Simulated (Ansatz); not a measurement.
# C₂H₇InSi: how energies converge with the basis set

How large a basis does C₂H₇InSi need? Two functionals are run in growing sets.

Computed with Ansatz 0.2.0, Gaussian basis. Level: one geometry, several basis sets.

The runs, in order: PBE0-D4/def2-SVP; ωB97M-V/def2-SVP; PBE0-D4/def2-QZVPP; ωB97M-V/def2-QZVPP; the functionals' def2-TZVPP values are taken from earlier runs.

## (1) Structure used throughout

The geometry comes from an earlier relaxation with PBE0-D4 in a triple-zeta def2 set; it is a stationary point, not always the lowest conformer. In takes the def2 core potential; no spin-orbit term is included.

SMILES `C=[C]([SiH3])[InH2]`, 11 atoms, charge 0, spin multiplicity 1.

Atoms are counted from 1 here; the program's logs count them from 0.

Bond lengths: C1–C2 1.338 Å, C1–H5 1.090 Å, C1–H6 1.092 Å, C2–Si3 1.855 Å, C2–In4 2.153 Å, Si3–H7 1.490 Å, Si3–H8 1.490 Å, Si3–H9 1.491 Å, In4–H10 1.728 Å, In4–H11 1.722 Å. Angles: C2–C1–H5 123.0°, C2–C1–H6 122.3°, H5–C1–H6 114.7°, C1–C2–Si3 120.7°, C1–C2–In4 116.7°, Si3–C2–In4 122.5°, C2–Si3–H7 110.3°, C2–Si3–H8 110.3°, C2–Si3–H9 111.2°, H7–Si3–H8 107.1°, H7–Si3–H9 108.9°, H8–Si3–H9 108.9°, C2–In4–H10 114.4°, C2–In4–H11 122.1°, H10–In4–H11 123.5°.

## (2) PBE0-D4 in def2-SVP

Input file in.yaml:

```yaml
crystal:
  periodic: [false, false, false]
  atoms:
    - {symbol: C, position_ang: [-0.546976, 1.507503, 0.134119]}
    - {symbol: C, position_ang: [-0.086094, 0.259714, -0.009631]}
    - {symbol: Si, position_ang: [-0.043271, -0.906866, 1.431880]}
    - {symbol: In, position_ang: [0.589314, -0.303143, -1.974620]}
    - {symbol: H, position_ang: [-0.588594, 2.223871, -0.686817]}
    - {symbol: H, position_ang: [-0.912722, 1.888432, 1.090166]}
    - {symbol: H, position_ang: [1.351229, -1.366141, 1.683924]}
    - {symbol: H, position_ang: [-0.857239, -2.119845, 1.140078]}
    - {symbol: H, position_ang: [-0.569184, -0.256461, 2.666482]}
    - {symbol: H, position_ang: [0.461311, 0.948752, -3.159210]}
    - {symbol: H, position_ang: [1.202234, -1.875805, -2.316370]}
basis:
  gaussian: {orbitals: def2-SVP}
hamiltonian: {xc: pbe0, dispersion: d4}
output: {orbitals: {seedname: orbitals}}
```

Started as:

```
ansatz run in.yaml --threads 4 --pin off --events-out ev --progress --plain --max-ram 10444MiB
```

After this run come: ωB97M-V in def2-SVP; PBE0-D4 in def2-QZVPP; ωB97M-V in def2-QZVPP.

**Question.** What will the summary of the whole plan be? Wanted: PBE0-D4: double and triple zeta above quadruple; ωB97M-V: double and triple zeta above quadruple.

As calculated:

| quantity | value |
| --- | --- |
| PBE0-D4: double and triple zeta above quadruple | 5.81, 0.44 eV |
| ωB97M-V: double and triple zeta above quadruple | 5.98, 0.41 eV |

In words: For PBE0-D4 the step from double to triple zeta gains 5.37 eV and the next only 0.44 eV. These are total energies; as a rule much of such shifts cancels in differences, which this series doesn't test.
